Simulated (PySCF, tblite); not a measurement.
# C5H11BSSi2: geometry, infrared bands and NMR shifts

Aim: predict the infrared bands and NMR shifts of C5H11BSSi2 (`C#C[SiH2]B[C@@H]1CCS[SiH2]1`).

The runs use tblite 0.8.0 and PySCF 2.14.0, with density-fitted response routines of our own; the level of theory stands in each step. All values are computed, except where a source is named. Atoms count from 0, in the outputs and in this text.

### Step 1. The starting structure

20 atoms, charge 0, multiplicity 1; geometry from: force field or distance geometry start.

Bonds of the start (Å): C0–C1 1.21, C1–Si2 1.82, Si2–B3 1.95, B3–C4 1.55, C4–C5 1.50, C5–C6 1.53, C6–S7 1.83, S7–Si8 2.18, Si8–C4 1.88, C0–H9 1.06, Si2–H10 1.45, Si2–H11 1.47, B3–H12 1.18, C4–H13 1.12, C5–H14 1.10, C5–H15 1.13, C6–H16 1.12, C6–H17 1.09, Si8–H18 1.44, Si8–H19 1.45.

### Step 2. Optimising the geometry with GFN2-xTB

What the job is given:

```
{"job": {"kind": "relax", "xc": "GFN2-xTB", "basis": "xTB"}, "charge": 0, "multiplicity": 1}
C      4.521100     0.197500    -0.105400
C      3.473200    -0.414300    -0.147700
Si     1.915100    -1.360100    -0.160800
B      0.589600    -0.287200    -1.108300
C     -0.667000     0.355900    -0.457300
C     -0.876000     0.045800     0.991800
C     -2.022800     0.933400     1.470600
S     -3.469900     0.434600     0.463600
Si    -2.255300    -0.343200    -1.175900
H      5.419900     0.765500    -0.074400
H      1.516200    -1.755600     1.171300
H      2.170900    -2.533500    -1.007800
H      0.584900    -0.410400    -2.284900
H     -0.697100     1.471100    -0.572000
H     -0.013400     0.290300     1.628500
H     -1.215300    -1.010500     1.179100
H     -1.791800     2.003900     1.223700
H     -2.273500     0.771500     2.524000
H     -2.628400     0.242800    -2.441000
H     -2.285600    -1.796600    -1.120200
```

On the command line:

```console
$ OMP_NUM_THREADS=1 python probes_run.py task.json out
```

The driver reads the jobs from task.json and runs them one after another.

**Question.** This job is followed by: GFN2-xTB harmonic vibrations, gas phase; GIAO PBE0/pcSseg-1 NMR shielding, non-relativistic, gas phase. Predict these results of the whole session: strongest single infrared mode (GFN2-xTB); zero-point energy (GFN2-xTB); 13C shifts against TMS (PBE0/pcSseg-1); 1H shifts against TMS (PBE0/pcSseg-1); 29Si shifts against TMS (PBE0/pcSseg-1); 11B shifts against BF3·OEt2 (PBE0/pcSseg-1); 33S shifts against CS2 (PBE0/pcSseg-1); surface potential, 1st and 99th percentile.

The runs gave:

| quantity | value |
| --- | --- |
| strongest single infrared mode (GFN2-xTB) | 2117 cm⁻¹, 462 km/mol |
| zero-point energy (GFN2-xTB) | 86.7 kcal/mol |
| 13C shifts against TMS (PBE0/pcSseg-1) | 105.6, 81.7, 60.7, 43.6, 40.7 ppm |
| 1H shifts against TMS (PBE0/pcSseg-1) | 8.82, 4.80, 4.48, 4.42, 4.39, 3.54, 3.19, 2.98, 2.57, 2.30, 1.81 ppm |
| 29Si shifts against TMS (PBE0/pcSseg-1) | -25.1, -107.9 ppm |
| 11B shifts against BF3·OEt2 (PBE0/pcSseg-1) | 91.0 ppm |
| 33S shifts against CS2 (PBE0/pcSseg-1) | -160 ppm |
| surface potential, 1st and 99th percentile | -0.89 V and 1.47 V |

What this shows: Over 116 steps the energy fell by 0.568 eV; of the close pairs, C4–Si8 changed most, 1.878 to 1.931 Å. The lowest mode is slightly imaginary (16i cm⁻¹), a soft motion within the noise of the Hessian, so the minimum is not strictly shown. The strongest single mode, at 2117 cm⁻¹, moves mainly H10. GFN2-xTB is a fitted tight-binding method: band positions and strengths are rough. Its intensities can rank the bands wrongly. At PBE0/pcSseg-1: Shielding is most anisotropic at S7 (span 384 ppm, paramagnetic term -393 ppm). At PBE0/pcSseg-1, counted by nearest atom on the grid, the HOMO lies on S7 77 %, the LUMO on B3 47 %; H12 11 %.
